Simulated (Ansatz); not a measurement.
# CH5B2N: the cost of one run

Method: the settings change from run to run; program: Ansatz 0.2.0, Gaussian basis.

1 further run of the same task is left out (it didn't finish).

**1. The relaxed structure**

The structure was relaxed beforehand with PBE0-D4 in a triple-zeta def2 set.

9 atoms, charge 0, spin multiplicity 1.

Atoms are counted from 1 here; the program's logs count them from 0.

Bond lengths: B1–B2 1.634 Å, B1–H5 1.199 Å, B1–H6 1.199 Å, B2–C3 1.562 Å, B2–H7 1.203 Å, C3–N4 1.274 Å, C3–H8 1.099 Å, N4–H9 1.023 Å. Angles: B2–B1–H5 121.5°, B2–B1–H6 122.2°, H5–B1–H6 116.3°, B1–B2–C3 122.8°, B1–B2–H7 121.0°, C3–B2–H7 116.2°, B2–C3–N4 124.8°, B2–C3–H8 119.1°, N4–C3–H8 116.0°, C3–N4–H9 111.5°.

**2. wB97M-V/aug-pcseg-2**

This run has density fitting with def2-universal-jkfit.

Contents of in.yaml:

```yaml
crystal:
  periodic: [false, false, false]
  atoms:
    - {symbol: B, position_ang: [-0.625779, 1.257157, -0.702426]}
    - {symbol: B, position_ang: [0.513595, 0.107466, -0.477299]}
    - {symbol: C, position_ang: [0.236650, -1.215829, 0.305828]}
    - {symbol: N, position_ang: [0.118893, -1.301036, 1.571194]}
    - {symbol: H, position_ang: [-1.286914, 1.296087, -1.702107]}
    - {symbol: H, position_ang: [-0.852214, 2.101777, 0.118634]}
    - {symbol: H, position_ang: [1.631393, 0.251957, -0.898173]}
    - {symbol: H, position_ang: [0.183210, -2.163221, -0.248143]}
    - {symbol: H, position_ang: [0.169665, -0.380558, 2.015293]}
basis:
  gaussian: {orbitals: aug-pcseg-2, fitting: {mean_field: def2-universal-jkfit}}
hamiltonian: {xc: {name: wB97M-V}}
output: {forces: true}
```

Run with:

```
ansatz run in.yaml --threads 2 --pin off --events-out ev --progress --plain --max-ram 4352MiB
```

What time and memory should one allow on 2 threads of Arm Neoverse N1, shared host?

About 31 s, with a peak of 0.68 GiB.
